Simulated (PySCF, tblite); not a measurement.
# C₇H₉OP: geometry, infrared bands and NMR shifts

What infrared bands and NMR shifts should C₇H₉OP (`C=C[P@]1(=O)C=CC(C)=C1`) show?

Programs: tblite 0.8.0 and PySCF 2.14.0, with density-fitted response routines of our own. Each step states its level of theory. These are calculated values for one molecule in the gas phase, unless marked as measured. Atoms are numbered from 0 throughout.

## 1. The starting structure

18 atoms, charge 0, multiplicity 1; geometry from: force field or distance geometry start.

Bonds of the start (Å): C0–C1 1.33, C1–P2 1.76, P2–O3 1.52, P2–C4 1.78, C4–C5 1.34, C5–C6 1.45, C6–C7 1.50, C6–C8 1.34, C8–P2 1.78, C0–H9 1.09, C0–H10 1.09, C1–H11 1.10, C4–H12 1.08, C5–H13 1.09, C7–H14 1.09, C7–H15 1.08, C7–H16 1.09, C8–H17 1.08.

## 2. Geometry optimisation with GFN2-xTB

The job: settings as JSON, then the geometry in Å.

```
{"job": {"kind": "relax", "xc": "GFN2-xTB", "basis": "xTB"}, "charge": 0, "multiplicity": 1}
C     -3.256800     0.439600     0.630300
C     -1.970700     0.118300     0.574200
P     -1.003200     0.121900    -0.899300
O     -1.635500     0.530900    -2.225000
C     -0.166900    -1.435600    -0.737000
C      1.093600    -1.298100    -0.311100
C      1.468000     0.084800    -0.065600
C      2.837800     0.437000     0.424200
C      0.467800     0.936800    -0.321200
H     -3.801700     0.736400    -0.265700
H     -3.821100     0.421600     1.562900
H     -1.476500    -0.177800     1.508700
H     -0.627300    -2.378400    -0.985400
H      1.789000    -2.121400    -0.161900
H      3.030400    -0.035700     1.386800
H      3.587700     0.101800    -0.284100
H      2.946100     1.516900     0.554100
H      0.530500     2.007200    -0.216400
```

Started as:

```
$ OMP_NUM_THREADS=1 python probes_run.py task.json out
```

This one command runs all jobs of the session in turn.

The log of the run:

```text
step      E/eV     max force
  0    -710.73649    3.346
  1    -710.85487    3.186
  2    -710.91991    0.522
  3    -710.94075    0.557
  4    -710.97414    0.267
  5    -710.97759    0.163
  6    -710.98077    0.197
  7    -710.98395    0.225
  8    -710.98931    0.236
  9    -710.99321    0.184
 10    -710.99587    0.123
 11    -710.99758    0.134
 12    -710.99961    0.138
 13    -711.00208    0.110
 14    -711.00407    0.100
 15    -711.00549    0.092
 16    -711.00676    0.134
 17    -711.00824    0.135
 18    -711.00975    0.093
 19    -711.01059    0.051
 20    -711.01100    0.047
 21    -711.01136    0.055
 22    -711.01175    0.047
 23    -711.01209    0.042
 24    -711.01234    0.035
 25    -711.01257    0.033
 26    -711.01282    0.038
 27    -711.01307    0.038
 28    -711.01330    0.034
 29    -711.01350    0.043
 30    -711.01374    0.044
 31    -711.01400    0.044
 32    -711.01424    0.039
 33    -711.01446    0.039
 34    -711.01466    0.041
 35    -711.01487    0.040
 36    -711.01507    0.033
 37    -711.01526    0.034
 38    -711.01549    0.040
 39    -711.01581    0.042
 40    -711.01620    0.049
 41    -711.01653    0.038
 42    -711.01676    0.038
 43    -711.01697    0.040
 44    -711.01726    0.051
 45    -711.01761    0.050
 46    -711.01792    0.044
 47    -711.01811    0.032
 48    -711.01823    0.030
 49    -711.01834    0.030
 50    -711.01845    0.027
 51    -711.01852    0.025
 52    -711.01859    0.025
 53    -711.01866    0.025
 54    -711.01875    0.023
 55    -711.01883    0.020
 56    -711.01888    0.015
 57    -711.01891    0.014
 58    -711.01894    0.016
 59    -711.01898    0.017
 60    -711.01903    0.017
 61    -711.01910    0.021
 62    -711.01916    0.020
 63    -711.01921    0.017
 64    -711.01924    0.013
 65    -711.01927    0.013
 66    -711.01929    0.012
 67    -711.01932    0.013
 68    -711.01934    0.011
 69    -711.01937    0.012
 70    -711.01939    0.013
 71    -711.01942    0.014
 72    -711.01944    0.017
 73    -711.01948    0.020
 74    -711.01952    0.021
 75    -711.01956    0.015
 76    -711.01959    0.009
```

Wall time 0.45 s (1 thread of Arm Neoverse V2, shared host).

Along the way: (not every step is listed)

| step | energy from step 0 (eV) | largest force (eV/Å) |
| --- | --- | --- |
| 0 | 0.0000 | 3.3456 |
| 1 | -0.1184 | 3.1860 |
| 2 | -0.1834 | 0.5218 |
| 3 | -0.2043 | 0.5567 |
| 4 | -0.2377 | 0.2670 |
| 5 | -0.2411 | 0.1626 |
| 6 | -0.2443 | 0.1970 |
| 7 | -0.2475 | 0.2250 |
| 8 | -0.2528 | 0.2365 |
| 14 | -0.2676 | 0.1000 |
| 20 | -0.2745 | 0.0469 |
| 26 | -0.2763 | 0.0383 |
| 32 | -0.2777 | 0.0394 |
| 38 | -0.2790 | 0.0405 |
| 44 | -0.2808 | 0.0509 |
| 50 | -0.2820 | 0.0268 |
| 56 | -0.2824 | 0.0153 |
| 62 | -0.2827 | 0.0198 |
| 68 | -0.2829 | 0.0114 |
| 71 | -0.2829 | 0.0142 |
| 72 | -0.2830 | 0.0168 |
| 73 | -0.2830 | 0.0203 |
| 74 | -0.2830 | 0.0209 |
| 75 | -0.2831 | 0.0150 |
| 76 | -0.2831 | 0.0086 |

Distances of close pairs at the start and the end, largest changes first:

| bond | before (Å) | after (Å) | change (Å) |
| --- | --- | --- | --- |
| P2–O3 | 1.525 | 1.467 | -0.058 |
| C1–P2 | 1.763 | 1.816 | +0.053 |
| P2–C4 | 1.775 | 1.821 | +0.046 |
| P2–C8 | 1.778 | 1.815 | +0.036 |
| C1–H11 | 1.098 | 1.080 | -0.018 |
| C0–H10 | 1.090 | 1.079 | -0.012 |
| C5–C6 | 1.454 | 1.465 | +0.012 |
| C0–H9 | 1.090 | 1.079 | -0.011 |

The final coordinates are the input of the step that follows.

## 3. Vibrational analysis with GFN2-xTB

The job: settings as JSON, then the geometry in Å.

```
{"job": {"kind": "ir", "xc": "GFN2-xTB", "basis": "xTB"}, "charge": 0, "multiplicity": 1}
C     -3.337090     0.454203     0.564489
C     -2.072621     0.095914     0.700017
P     -1.006122     0.111487    -0.769171
O     -1.681713     0.517023    -2.006139
C     -0.132046    -1.485304    -0.730741
C      1.126776    -1.285142    -0.336534
C      1.496500     0.107354    -0.070188
C      2.886369     0.431232     0.359431
C      0.501321     0.984487    -0.260593
H     -3.707679     0.738621    -0.408514
H     -4.034098     0.480868     1.387074
H     -1.630694    -0.198973     1.640332
H     -0.577078    -2.435891    -0.968385
H      1.864073    -2.066462    -0.222941
H      3.105532    -0.054747     1.310077
H      3.599964     0.059293    -0.374895
H      3.022434     1.503378     0.472244
H      0.567412     2.048976    -0.117215
```

The log of the run:

```text
mode    cm-1     km/mol
  1      64.7      1.58
  2      78.8      0.53
  3     114.6      0.44
  4     148.4      0.61
  5     204.1      4.63
  6     250.5      3.40
  7     282.0      3.86
  8     337.6      1.88
  9     356.0      6.35
 10     408.1     10.40
 11     507.1      9.78
 12     517.2     25.80
 13     561.7      8.00
 14     588.7      6.90
 15     698.8     13.70
 16     756.3      6.67
 17     760.8     33.44
 18     784.6     58.59
 19     819.9     38.53
 20     894.6      4.48
 21     900.1      2.94
 22     905.8     15.50
 23     970.9      2.01
 24    1005.8      8.27
 25    1011.9     25.37
 26    1022.2      8.20
 27    1076.8      0.52
 28    1096.5      7.70
 29    1214.2      7.72
 30    1218.0      4.92
 31    1269.5    232.85
 32    1318.0     28.17
 33    1374.9      3.79
 34    1395.8     11.04
 35    1469.5      7.68
 36    1471.5     12.22
 37    1569.0     21.48
 38    1648.0     25.61
 39    1658.1      1.02
 40    3004.1     15.96
 41    3018.2     14.21
 42    3053.1     19.15
 43    3062.9     16.71
 44    3074.8     29.42
 45    3078.9      6.69
 46    3108.0      1.60
 47    3109.3     24.95
 48    3110.0     22.93
```

It took 0.56 s on 1 thread of Arm Neoverse V2, shared host.

Which atoms move in the most intense modes:

| cm⁻¹ | km/mol | atoms |
| --- | --- | --- |
| 517 | 25.8 | P2 32 %, C7 14 %, C1 10 % |
| 761 | 33.4 | H12 43 %, C4 19 % |
| 785 | 58.6 | C4 33 %, P2 23 %, H12 13 % |
| 820 | 38.5 | C8 34 %, P2 25 %, H17 22 % |
| 1270 | 232.8 | O3 55 %, P2 36 % |
| 1318 | 28.2 | C6 38 %, C5 18 %, H13 11 % |
| 1648 | 25.6 | C6 41 %, C8 23 %, C5 18 %, C4 12 % |
| 3075 | 29.4 | H13 88 % |

## 4. Shielding tensors: PBE0/pcSseg-1

Same as in step 3 but for these lines:

```diff
@@ -1,2 +1,2 @@
-{"job": {"kind": "ir", "xc": "GFN2-xTB", "basis": "xTB"}, "charge": 0, "multiplicity": 1}
+{"job": {"kind": "nmr", "xc": "PBE0", "basis": "pcSseg-1"}, "charge": 0, "multiplicity": 1}
 C     -3.337090     0.454203     0.564489
```

With the program's defaults for keys left out, this is: GIAO PBE0/pcSseg-1 NMR shielding, non-relativistic, gas phase.

The log of the run:

```text
coarse grid: 15896 points
cycle   1  E = -687.8588069259  dE =  1.628e+00  |g| = 9.353e-01  |ddm| = 4.136e+00
cycle   2  E = -687.1301258527  dE =  7.287e-01  |g| = 2.055e+00  |ddm| = 3.504e+00
cycle   3  E = -688.0147089115  dE = -8.846e-01  |g| = 2.949e-01  |ddm| = 2.913e+00
cycle   4  E = -688.0355779724  dE = -2.087e-02  |g| = 8.711e-02  |ddm| = 4.040e-01
cycle   5  E = -688.0370949378  dE = -1.517e-03  |g| = 3.944e-02  |ddm| = 1.027e-01
cycle   6  E = -688.0374781674  dE = -3.832e-04  |g| = 7.485e-03  |ddm| = 3.606e-02
cycle   7  E = -688.0374901195  dE = -1.195e-05  |g| = 3.408e-03  |ddm| = 9.632e-03
cycle   8  E = -688.0374930807  dE = -2.961e-06  |g| = 6.979e-04  |ddm| = 3.874e-03
final grid: 149944 points
cycle   9  E = -688.1039860518  dE = -3.201e-05  |g| = 1.079e-02  |ddm| = 3.848e-02
cycle  10  E = -688.1039492963  dE =  3.676e-05  |g| = 1.740e-02  |ddm| = 2.735e-02
cycle  11  E = -688.1040109306  dE = -6.163e-05  |g| = 3.119e-03  |ddm| = 1.947e-02
cycle  12  E = -688.1040128399  dE = -1.909e-06  |g| = 2.745e-04  |ddm| = 2.788e-03
cycle  13  E = -688.1040128478  dE = -7.956e-09  |g| = 2.127e-04  |ddm| = 4.549e-04
cycle  14  E = -688.1040128593  dE = -1.147e-08  |g| = 3.272e-05  |ddm| = 1.983e-04
cycle  15  E = -688.1040128595  dE = -1.844e-10  |g| = 1.743e-05  |ddm| = 4.153e-05
converged SCF energy = -688.1040128595

GIAO shielding tensors (ppm)
atom      isotropic    diamagn.    paramagn.     s11        s22        s33       span
  0 C       42.042     252.181    -210.139    -94.577     39.512    181.190    275.766
  1 C       48.895     263.033    -214.138    -58.852     58.181    147.355    206.207
  2 P      300.168     964.405    -664.237    187.840    264.346    448.318    260.478
  3 O      288.210     391.503    -103.293    156.129    352.619    355.883    199.754
  4 C       45.564     265.907    -220.344    -59.280     42.500    153.472    212.751
  5 C       37.445     254.061    -216.616    -78.465     49.269    141.529    219.994
  6 C       28.573     263.689    -235.116    -90.737     28.044    148.413    239.150
  7 C      164.633     244.515     -79.882    152.322    155.309    186.268     33.946
  8 C       55.468     263.818    -208.350    -40.473     60.226    146.652    187.125
  9 H       24.555      29.983      -5.428     20.029     23.747     29.890      9.861
 10 H       24.998      27.683      -2.685     21.231     25.120     28.643      7.412
 11 H       25.831      33.531      -7.700     23.525     24.816     29.153      5.628
 12 H       25.362      32.452      -7.091     23.409     25.799     26.877      3.468
 13 H       25.025      32.923      -7.898     22.888     24.055     28.133      5.245
 14 H       29.707      28.239       1.467     26.137     27.577     35.405      9.267
 15 H       29.667      27.300       2.366     26.056     27.536     35.408      9.351
 16 H       29.523      28.809       0.714     25.193     28.891     34.486      9.293
 17 H       25.840      34.931      -9.090     23.655     25.858     28.008      4.353
```

Wall time 38 s (1 thread of Arm Neoverse V2, shared host); peak memory 0.93 GiB.

Shifts follow as δ = σ(reference) − σ, with reference shieldings (ppm) from runs at the same level and on the same kind of geometry: 1H TMS 31.72, 13C TMS 186.9, 17O H2O 336.1, 31P H3PO4 318.4. The references are single molecules in the gas phase, so shifts against H2O, NH3, PH3, H3PO4 or CFCl3 are not on the usual liquid scales and can be off by tens of ppm. Atoms listed in one row are averaged.

| atoms | environment | σ (ppm) | δ (ppm) | δ scaled to CDCl3 |
| --- | --- | --- | --- | --- |
| C6 | fully substituted alkene carbon | 28.6 | 158.4 | 152.6 |
| C5 | alkene CH | 37.4 | 149.5 | 144.0 |
| C0 | terminal =CH2 carbon | 42.0 | 144.9 | 139.5 |
| C4 | alkene CH | 45.6 | 141.4 | 136.1 |
| C1 | alkene CH | 48.9 | 138.0 | 132.8 |
| C8 | alkene CH | 55.5 | 131.5 | 126.4 |
| C7 | allylic methyl carbon | 164.6 | 22.3 | 19.8 |
| H9 | hydrogen on a terminal =CH2 carbon | 24.56 | 7.16 | 6.86 |
| H10 | hydrogen on a terminal =CH2 carbon | 25.00 | 6.72 | 6.44 |
| H13 | hydrogen on an alkene CH | 25.02 | 6.69 | 6.41 |
| H12 | hydrogen on an alkene CH | 25.36 | 6.36 | 6.10 |
| H11 | hydrogen on an alkene CH | 25.83 | 5.89 | 5.65 |
| H17 | hydrogen on an alkene CH | 25.84 | 5.88 | 5.65 |
| H14, H15, H16 | hydrogen on an allylic methyl carbon | 29.63 | 2.08 | 2.07 |
| P2 | phosphorus bonded to 3 C, O, in a 5-membered ring | 300.2 | 18.2 | – |
| O3 | P=O oxygen | 288.2 | 47.9 | – |

The scaled column applies a straight-line fit of computed shieldings to shifts measured in CDCl3 (root-mean-square error 0.16 ppm for H, 1.9 ppm for C).

Charges from the same density, by scheme (e):

| atoms | Mulliken | IAO | Hirshfeld | ESP fit |
| --- | --- | --- | --- | --- |
| C0 | -0.11 | -0.27 | -0.07 | -0.24 |
| C1 | -0.42 | -0.42 | -0.10 | -0.41 |
| P2 | 1.10 | 1.53 | 0.42 | 1.11 |
| O3 | -0.58 | -0.90 | -0.39 | -0.65 |
| C4 | -0.36 | -0.42 | -0.09 | -0.49 |
| C5 | 0.01 | -0.14 | -0.04 | -0.16 |
| C6 | -0.29 | 0.04 | 0.02 | 0.41 |
| C7 | -0.12 | -0.43 | -0.11 | -0.60 |
| C8 | -0.34 | -0.45 | -0.11 | -0.63 |

Mayer bond orders: C0–C1 1.95, C1–P2 0.91, P2–O3 1.91, P2–C4 0.86, C4–C5 1.80, C5–C6 1.02, C6–C7 1.06, C6–C8 1.77, C8–P2 0.87.

Ring of atoms P2, C4, C5, C6, C8: NICS(0) 1.0, NICS(1) -1.9, NICS(1)zz 1.6 ppm (means of both faces).

The fields below are evaluated on a grid from the run's orbitals.

Frontier orbitals at PBE0/pcSseg-1, with the share of their density that lies nearest to each atom:

| orbital | energy (eV) | lies on |
| --- | --- | --- |
| HOMO | -7.00 | C8 27 %; C4 20 %; C6 14 % |
| LUMO | -1.89 | C4, C8 about 19 % each; C5, C6 about 16 % each; P2 6 % |

ELF in a plane through or near 7 of the atoms.

Values, 10 rows by 14 columns:
```
0.00 0.00 0.00 0.00 0.00 0.00 0.00 0.00 0.00 0.00 0.00 0.00 0.00 0.00
0.00 0.00 0.00 0.00 0.00 0.00 0.00 0.00 0.00 0.00 0.00 0.00 0.00 0.00
0.00 0.00 0.00 0.04 0.26 0.00 0.15 0.03 0.00 0.00 0.00 0.00 0.00 0.00
0.00 0.00 0.02 0.90 1.00 0.03 0.82 0.41 0.02 0.44 0.37 0.07 0.00 0.00
0.00 0.00 0.14 0.58 0.22 0.53 0.73 0.69 0.47 0.59 0.65 0.62 0.02 0.00
0.00 0.00 0.74 0.99 0.41 0.50 0.35 0.32 0.51 0.62 0.55 0.58 0.02 0.00
0.00 0.00 0.01 0.05 0.08 0.57 0.70 0.40 0.39 0.07 0.19 0.05 0.00 0.00
0.00 0.00 0.00 0.00 0.62 0.73 0.24 0.99 0.80 0.00 0.00 0.00 0.00 0.00
0.00 0.00 0.00 0.00 0.00 0.00 0.02 0.88 0.39 0.00 0.00 0.00 0.00 0.00
0.00 0.00 0.00 0.00 0.00 0.00 0.00 0.00 0.00 0.00 0.00 0.00 0.00 0.00
```
The map spans 13.3 Å across and 10.5 Å up, centred on the molecule. Atoms in the plane (x, y in Å): C4 (0.1, -1.7), C5 (-1.2, -1.3), C6 (-1.5, 0.1), C7 (-2.9, 0.7), H12 (0.5, -2.6), H15 (-3.6, 0.1), H16 (-3.0, 1.7).

On the surface of density 0.002 e/bohr³ the electrostatic potential runs, from the 1st to the 99th percentile, from -2.32 V near O3 to 1.11 V near H13.

## 5. Summary of results

| quantity | value |
| --- | --- |
| strongest single infrared mode (GFN2-xTB) | 1270 cm⁻¹, 233 km/mol |
| zero-point energy (GFN2-xTB) | 86.3 kcal/mol |
| 13C shifts against TMS (PBE0/pcSseg-1) | 158.4, 149.5, 144.9, 141.4, 138.0, 131.5, 22.3 ppm |
| 1H shifts against TMS (PBE0/pcSseg-1, means over atoms taken as alike) | 7.16, 6.72, 6.69, 6.36, 5.89, 5.88, 2.08 ppm |
| 31P shifts against H3PO4 (PBE0/pcSseg-1) | 18.2 ppm |
| 17O shifts against H2O (PBE0/pcSseg-1) | 47.9 ppm |
| surface potential, 1st and 99th percentile | -2.32 V and 1.11 V |

The optimisation took 76 steps and gained 0.283 eV; among the close pairs (by a distance rule), P2–O3 changed most, from 1.525 to 1.467 Å. All 48 modes are real, so the xTB geometry is a minimum. The strongest single mode, at 1270 cm⁻¹, moves mainly O3 and P2. Unscaled tight-binding wavenumbers are off by several per cent, some by more. Its intensities can rank the bands wrongly. At PBE0/pcSseg-1: The widest tensor belongs to C0: span 276 ppm, with a paramagnetic part of -210 ppm. By nearest atom (PBE0/pcSseg-1), the HOMO sits on C8 27 %; C4 20 % and the LUMO on C4, C8 about 19 % each; C5, C6 about 16 % each.
